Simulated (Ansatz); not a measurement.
**CH3F2O2Ta: how energies converge with the basis set**

The task here is to estimate one member of a computed series from the others.

The runs use Ansatz 0.2.0, Gaussian basis; one geometry, several basis sets.

Plan: PBE0-D4/def2-SVP; ωB97M-V/def2-SVP; PBE0-D4/def2-QZVPP; ωB97M-V/def2-QZVPP; the functionals' def2-TZVPP values are taken from earlier runs.

**The geometry**

The geometry comes from an earlier relaxation with PBE0-D4 in a triple-zeta def2 set; it is a stationary point, not always the lowest conformer. Ta takes the def2 core potential; no spin-orbit term is included.

SMILES `C[O][Ta](=[O])([F])[F]`, 9 atoms, charge 0, spin multiplicity 1.

Atoms are counted from 1 here; the program's logs count them from 0.

Bond lengths: C1–O2 1.408 Å, C1–H7 1.093 Å, C1–H8 1.092 Å, C1–H9 1.092 Å, O2–Ta3 1.867 Å, Ta3–O4 1.715 Å, Ta3–F5 1.881 Å, Ta3–F6 1.881 Å. Angles: O2–C1–H7 110.7°, O2–C1–H8 109.1°, O2–C1–H9 109.1°, H7–C1–H8 109.4°, H7–C1–H9 109.5°, H8–C1–H9 109.0°, C1–O2–Ta3 142.5°, O2–Ta3–O4 106.8°, O2–Ta3–F5 110.1°, O2–Ta3–F6 110.1°, O4–Ta3–F5 108.6°, O4–Ta3–F6 108.6°, F5–Ta3–F6 112.5°.

The first run:

Contents of in.yaml:

```yaml
crystal:
  periodic: [false, false, false]
  atoms:
    - {symbol: C, position_ang: [-0.537715, -1.004773, -1.128295]}
    - {symbol: O, position_ang: [-0.486084, 0.164711, -0.345863]}
    - {symbol: Ta, position_ang: [0.467842, 0.982479, 1.035399]}
    - {symbol: O, position_ang: [1.717109, -0.103511, 1.485714]}
    - {symbol: F, position_ang: [1.252908, 2.578587, 0.423070]}
    - {symbol: F, position_ang: [-0.652565, 1.256601, 2.521450]}
    - {symbol: H, position_ang: [0.262709, -1.693352, -0.845878]}
    - {symbol: H, position_ang: [-1.504269, -1.491168, -0.981528]}
    - {symbol: H, position_ang: [-0.431436, -0.735875, -2.181272]}
basis:
  gaussian: {orbitals: def2-SVP}
hamiltonian: {xc: pbe0, dispersion: d4}
output: {orbitals: {seedname: orbitals}}
```

Steps of the session up to this table: PBE0-D4 in def2-SVP; ωB97M-V in def2-SVP; PBE0-D4 in def2-QZVPP; ωB97M-V in def2-QZVPP.

One of the session's tables, all rows but one given; the rest of the session is left out.

It belongs to the step «Density functionals: the series». 

```
functional       basis  HOMO (eV)
   PBE0-D4    def2-SVP      -9.41
   PBE0-D4  def2-TZVPP          ?
   PBE0-D4  def2-QZVPP      -9.45
   ωB97M-V    def2-SVP     -11.76
   ωB97M-V  def2-TZVPP     -11.79
   ωB97M-V  def2-QZVPP     -11.81
```

Estimate the missing values for PBE0-D4, def2-TZVPP.

As computed: HOMO (eV): -9.43. In the column «HOMO (eV)» it lies between PBE0-D4, def2-QZVPP (-9.45) and PBE0-D4, def2-SVP (-9.41).
